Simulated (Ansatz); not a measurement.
# InHCl radical: one structure at several levels

Aim: energy, forces and dipole at a structure displaced at random from a GFN2-xTB minimum, from CCSD(T) and from density functionals.

Method: single points in def2-TZVPP; program: Ansatz 0.2.0, Gaussian basis.

Cores are frozen in the correlated methods. Filled d shells of the heavier atoms are correlated. Core potentials replace the inner electrons past krypton, and spin-orbit coupling is left out. Orbitals are unrestricted. B3LYP uses VWN-RPA correlation.

## 1. The system as given

3 atoms, charge 0, spin multiplicity 2.

Atoms are counted from 1 here; the program's logs count them from 0.

Bond lengths: Cl1–In2 2.508 Å.

As a file:

```
Cl   -1.8834    0.5438   -1.0274
In    0.3112    0.5226    0.1855
H     1.5430   -1.3511    0.8498
```

## 2. CCSD(T)/def2-TZVPP

Input file run/in.yaml:

```yaml
crystal:
  periodic: [false, false, false]
  atoms:
    - {symbol: Cl, position_ang: [-1.883400, 0.543800, -1.027400]}
    - {symbol: In, position_ang: [0.311200, 0.522600, 0.185500]}
    - {symbol: H, position_ang: [1.543000, -1.351100, 0.849800]}
basis:
  gaussian: {orbitals: def2-TZVPP}
magnetization: {spin_polarized: true, initial_magnetization: 1}
correlation: {method: ccsd_t}
scf: {omitted_lower_state_checks: [cluster_reference]}
output: {forces: true}
```

No record of the launch command was kept for these runs.

## 3. PBE0-D4/def2-TZVPP

Edit run/in.yaml of step 2 so:

```diff
@@ -9,4 +9,3 @@
 magnetization: {spin_polarized: true, initial_magnetization: 1}
-correlation: {method: ccsd_t}
-scf: {omitted_lower_state_checks: [cluster_reference]}
-output: {forces: true}
+hamiltonian: {xc: pbe0, dispersion: d4}
+output: {forces: true, orbitals: {seedname: orbitals}}
```

## 4. wB97M-V/def2-TZVPP

Edit run/in.yaml of step 3 so:

```diff
@@ -9,3 +9,3 @@
 magnetization: {spin_polarized: true, initial_magnetization: 1}
-hamiltonian: {xc: pbe0, dispersion: d4}
-output: {forces: true, orbitals: {seedname: orbitals}}
+hamiltonian: {xc: {name: wB97M-V}}
+output: {forces: true}
```

## 5. r2SCAN-D4/def2-TZVPP

Edit run/in.yaml of step 4 so:

```diff
@@ -9,3 +9,3 @@
 magnetization: {spin_polarized: true, initial_magnetization: 1}
-hamiltonian: {xc: {name: wB97M-V}}
+hamiltonian: {xc: r2scan, dispersion: d4}
 output: {forces: true}
```

## 6. PBE-D4/def2-TZVPP

Edit run/in.yaml of step 5 so:

```diff
@@ -9,3 +9,3 @@
 magnetization: {spin_polarized: true, initial_magnetization: 1}
-hamiltonian: {xc: r2scan, dispersion: d4}
+hamiltonian: {xc: pbe, dispersion: d4}
 output: {forces: true}
```

## 7. r2SCAN0-D4/def2-TZVPP

Edit run/in.yaml of step 6 so:

```diff
@@ -9,3 +9,3 @@
 magnetization: {spin_polarized: true, initial_magnetization: 1}
-hamiltonian: {xc: pbe, dispersion: d4}
+hamiltonian: {xc: {name: r2SCAN0}, dispersion: d4}
 output: {forces: true}
```

## 8. B3LYP-D4/def2-TZVPP

Edit run/in.yaml of step 7 so:

```diff
@@ -9,3 +9,3 @@
 magnetization: {spin_polarized: true, initial_magnetization: 1}
-hamiltonian: {xc: {name: r2SCAN0}, dispersion: d4}
+hamiltonian: {xc: {name: B3LYP}, dispersion: d4}
 output: {forces: true}
```

(Steps that only read results are left out.)

What does the calculation give? Wanted: energy less free atoms, CCSD(T)/def2-TZVPP; RMS force component; RMS force error; HOMO and LUMO, PBE0-D4; T1 diagnostic.

The runs gave:

```
                                  quantity                                                                                               value
energy less free atoms, CCSD(T)/def2-TZVPP                                                                                     -107.4 kcal/mol
                       RMS force component                                                                0.412 to 0.536 eV/Å over the methods
                           RMS force error  PBE0-D4 0.049, wB97M-V 0.034, r2SCAN-D4 0.047, PBE-D4 0.158, r2SCAN0-D4 0.018, B3LYP-D4 0.163 eV/Å
                    HOMO and LUMO, PBE0-D4                                                                                  -6.90 and -3.70 eV
                             T1 diagnostic                                                                                               0.023
```

In words: Against CCSD(T) the functionals' energies less atoms differ by -10.7 to -4.3 kcal/mol, PBE-D4 by -10.0 kcal/mol. CCSD(T) in triple zeta still lacks some correlation energy of the bonds, so part of these gaps is its own basis error and they don't rank the functionals. For forces r2SCAN0-D4 does best and B3LYP-D4 worst. Frozen-core CCSD(T) forces in triple zeta carry basis errors of their own, and this is one geometry, so small gaps rank nothing. The unrestricted reference is spin-contaminated, which hurts MP2 most.
